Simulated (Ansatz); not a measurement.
Run this with the Python package of Ansatz (0.2.0) and show what comes out.

`ch5fssi2.xyz`
```text
10

F    -2.24220    0.23960    0.31230
Si   -0.73340    0.19230    0.00900
Si    0.44160   -1.56140    0.66420
C     0.07360    1.71850   -0.63660
S    -0.34400    0.79370   -2.05170
H     0.33290   -1.77720    2.14190
H     1.95730   -1.36050    0.43970
H     0.12100   -2.81380   -0.00440
H    -0.57660    2.63270   -0.46430
H     1.05270    1.88490   -0.40740
```

The script, `energy_ch5fssi2.py`:
```python
"""Single point of CH5FSSi2 in a Gaussian basis."""

from pathlib import Path
import warnings

import ansatz as az
import numpy as np

warnings.simplefilter("ignore", az.DeckWarning)

ch5fssi2 = az.Crystal.molecule_from_extxyz("ch5fssi2.xyz")

job = (
    ch5fssi2.calculation()
    .basis(gaussian="6-31G*")
    .functional("pbe", dispersion="d4")
    .forces()
    .orbitals()
)
done = job.run(threads=1, runs_dir="ch5fssi2_runs")
report = done.report

print("reference energy %16.6f eV" % report["reference_energy_ev"])
print("total energy     %16.6f eV" % report["free_energy_ev"])
print("occupied (up, down):", report["n_occupied"], " virtual:", report["n_virtual"], " frozen:", report["n_frozen"])

symbols = [site.symbol for site in ch5fssi2.cartesian_sites]
forces = np.array(report["forces_ev_ang"])
print("largest force", round(float(np.linalg.norm(forces, axis=1).max()), 4), "eV/A, rms", round(float(np.sqrt((forces ** 2).mean())), 4))

charges = report["charge_distribution"]
dipole = np.array(charges["dipole_moment_e_ang"]) * 4.803205
print("dipole (D): {:.3f} {:.3f} {:.3f}, length {:.3f}".format(*dipole, np.linalg.norm(dipole)))
print("atom  Mulliken   Lowdin")
for symbol, m, l in zip(symbols, charges["mulliken_charges_e"], charges["lowdin_charges_e"]):
    print(f"{symbol:4s} {m:9.3f} {l:8.3f}")

lines = Path(report["orbitals_path"]).read_text().splitlines()
field_of = lambda key: [line.split("=")[1].strip() for line in lines if line.startswith(key)]
orbitals = [(27.211386 * float(e), s, float(n)) for e, s, n in zip(field_of("Ene="), field_of("Spin="), field_of("Occup="))]
homo = max(e for e, _, n in orbitals if n > 0.5)
lumo = min(e for e, _, n in orbitals if n < 0.5)
for e, spin, n in sorted(orbitals):
    if homo - 15 < e < lumo + 5:
        print(f"{spin:6s} {e:10.3f} eV  occupation {n:.0f}")
```

`python energy_ch5fssi2.py` gives:
```text
reference energy    -30408.336948 eV
total energy        -30408.614439 eV
occupied (up, down): [32, 32]  virtual: [65, 65]  frozen: 0
largest force 4.3048 eV/A, rms 1.5122
dipole (D): 0.683 -0.012 2.194, length 2.298
atom  Mulliken   Lowdin
F       -0.261    0.003
Si       0.560    0.018
Si       0.020    0.119
C       -0.594   -0.491
S       -0.130    0.097
H       -0.018   -0.028
H       -0.012   -0.016
H        0.006   -0.014
H        0.207    0.164
H        0.222    0.148
Alpha     -20.241 eV  occupation 2
Alpha     -14.994 eV  occupation 2
Alpha     -14.410 eV  occupation 2
Alpha     -13.128 eV  occupation 2
Alpha     -11.462 eV  occupation 2
Alpha     -11.057 eV  occupation 2
Alpha     -11.002 eV  occupation 2
Alpha     -10.653 eV  occupation 2
Alpha      -9.262 eV  occupation 2
Alpha      -8.992 eV  occupation 2
Alpha      -8.643 eV  occupation 2
Alpha      -7.844 eV  occupation 2
Alpha      -6.176 eV  occupation 2
Alpha      -5.526 eV  occupation 2
Alpha      -1.641 eV  occupation 0
Alpha      -1.314 eV  occupation 0
Alpha      -0.501 eV  occupation 0
Alpha       0.774 eV  occupation 0
Alpha       1.190 eV  occupation 0
Alpha       1.885 eV  occupation 0
Alpha       2.072 eV  occupation 0
Alpha       2.473 eV  occupation 0
Alpha       3.279 eV  occupation 0
```

What to keep in mind:
- Total energies depend on the basis set; only differences at equal settings carry meaning.
- The geometry is a force-field or estimated start, not a minimum of this method, and the basis set is short of its limit.
- The Löwdin charges here are taken after orthogonalising the functions within each atom; they differ from plain Löwdin charges, and their signs can be unphysical.
- Alpha marks a spatial orbital of a restricted run, filled by both spins.
- Total less reference energy is the dispersion correction.
- Levels such as HOMO and LUMO are orbital energies: with these approximate functionals they aren't the ionisation energy and electron affinity, and their gap isn't the fundamental gap.
- Timing: 4.9 s on 1 thread of Arm Neoverse V1 (shared host), peak memory 0.21 GiB.

(Lines on the test bed's own set-up are left out of the output.)
